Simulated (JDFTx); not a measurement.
# H2 in JDFTx: the effect of solvent

The system is H2, in a box.

```xyz
2
Lattice="10.0000 0.0000 0.0000 0.0000 10.0000 0.0000 0.0000 0.0000 10.0000" Properties=species:S:1:pos:R:3 pbc="T T T"
H     5.3323    4.9218    5.1995
H     4.6937    5.1202    4.8685
```

Alike in all runs:

* Program: JDFTx 1.7.0 (patched build)
* Task: solvation
* Functional: PBEsol
* Potentials or basis: PseudoDojo-SR-PBEsol-0.4.1-standard with smoothed tails
* Cutoff: 980 eV
* Density cutoff: 3918 eV
* k mesh: 1 × 1 × 1
* Occupations: fixed
* Spin: no spin polarisation

```tsv
solvent	largest force (eV/Å)
CarbonDisulfide	0.42
methanol	0.45
CHCl3	0.42
DMF	?
CCl4	0.41
EthylEther	0.42
```

**Question.** What does the run with solvent DMF give?

**Answer.** Largest force 0.37 eV/Å.

Caveats: forces may be off by hundredths of an eV/Å; forces in the liquid are good to some per cent; the liquid is a continuum model, checked here against plausible ranges alone; the model isn't fitted for this solvent (some runs).
